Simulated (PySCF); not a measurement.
**How the numerical set-up moves the result for AsF (triplet)**

Aim: see how much the energy and properties of AsF (triplet) depend on the numerical set-up.

Computed with PySCF 2.14.0. Level: method and basis as typed in the scripts.

4 further runs of the same task are left out: 4 that didn't finish.

### 1 Starting geometry

AsF (triplet): 2 atoms, charge 0, spin multiplicity 3.

Bond lengths: As1–F2 1.611 Å.

### 2 Base script

Contents of input.py:

```python
from pyscf import gto, scf, mp

mol = gto.M(
    atom='As 0 0 0; F 0 0 1.611',
    basis='6-31g*',
    charge=0,
    spin=2,
    symmetry=True,
    verbose=3,
)
mf = scf.UHF(mol)
mf.kernel()
mp.MP2(mf, frozen=10).kernel()
mf.dip_moment()
print('orbital energies (hartree):', [e[max(0, n-3):n+3].round(4) for e, n in zip(mf.mo_energy, mol.nelec)])
```

Command:

```console
> OMP_NUM_THREADS=1 python input.py
```

Its log is not repeated here.

Base result: E(SCF) = -2333.328338 Eh, E(MP2) − E(SCF) = -0.38947 Eh, ⟨S²⟩ = 2.021, μ = 1.26 D (of the SCF density).

The bond length is a typed value, not an optimised one. The triplet is typed in the script; nothing here shows that it is the ground state.

### 3 Pcseg-1

Variant 1 changes basis set: 6-31g* → pcseg-1.

Contents of input.py:

```python
from pyscf import gto, scf, mp

mol = gto.M(
    atom='As 0 0 0; F 0 0 1.611',
    basis='pcseg-1',
    charge=0,
    spin=2,
    symmetry=True,
    verbose=3,
)
mf = scf.UHF(mol)
mf.kernel()
mp.MP2(mf, frozen=10).kernel()
mf.dip_moment()
print('orbital energies (hartree):', [e[max(0, n-3):n+3].round(4) for e, n in zip(mf.mo_energy, mol.nelec)])
```

Command:

```console
> OMP_NUM_THREADS=1 python input.py
```

### 4 Crenbl (core potential on)

Variant 2 changes basis set: 6-31g* → crenbl; core potential: off → on; frozen orbitals: 10 → none. The core potential changes with it: totals don't compare.

input.py, as its differences from that of step 2:

```diff
@@ -4,3 +4,4 @@
     atom='As 0 0 0; F 0 0 1.611',
-    basis='6-31g*',
+    basis='crenbl',
+    ecp={'As': 'crenbl', 'F': 'crenbl'},
     charge=0,
@@ -12,3 +13,3 @@
 mf.kernel()
-mp.MP2(mf, frozen=10).kernel()
+mp.MP2(mf).kernel()
 mf.dip_moment()
```

### 5 Cc-pvdz

Variant 3 changes basis set: 6-31g* → cc-pvdz.

input.py, as its differences from that of step 2:

```diff
@@ -4,3 +4,3 @@
     atom='As 0 0 0; F 0 0 1.611',
-    basis='6-31g*',
+    basis='cc-pvdz',
     charge=0,
```

### 6 Cartesian functions on

Variant 4 changes Cartesian functions: off → on.

input.py, as its differences from that of step 2:

```diff
@@ -8,2 +8,3 @@
     symmetry=True,
+    cart=True,
     verbose=3,
```

Before running it: what results should come out? Wanted: for each run, E(SCF); from base; gap, α spin; SCF dipole; after the SCF.

As calculated:

| run | E(SCF) (hartree) | from base (eV) | gap, α spin (eV) | SCF dipole (D) | functions | after the SCF |
| --- | --- | --- | --- | --- | --- | --- |
| base | -2333.328338 | 0 | 12.67 | 1.26 | 46 | MP2 correlation -10.598 eV, core frozen |
| pcseg-1 | -2333.298857 | +0.8022 | 13.13 | 1.43 | 41 | MP2 correlation -7.067 eV, core frozen |
| crenbl (core potential on) | -135.523600 | not comparable | n/a | 2.15 | 48 | MP2 correlation -11.915 eV |
| cc-pvdz | -2333.595454 | -7.2686 | 13.15 | 1.44 | 41 | MP2 correlation -7.294 eV, core frozen |
| Cartesian functions on | -2333.332880 | -0.1236 | 12.60 | 1.26 | n/a | MP2 correlation -10.867 eV, core frozen |

In words: Of the runs whose energies can be compared, “cc-pvdz” moves the SCF energy most (-7.269 eV). pcseg-1 (41 functions) gives an energy 0.80 eV higher than 6-31g* (46). cc-pvdz (41 functions) gives an energy 7.27 eV lower than 6-31g* (46); size alone doesn't order basis sets of different families.
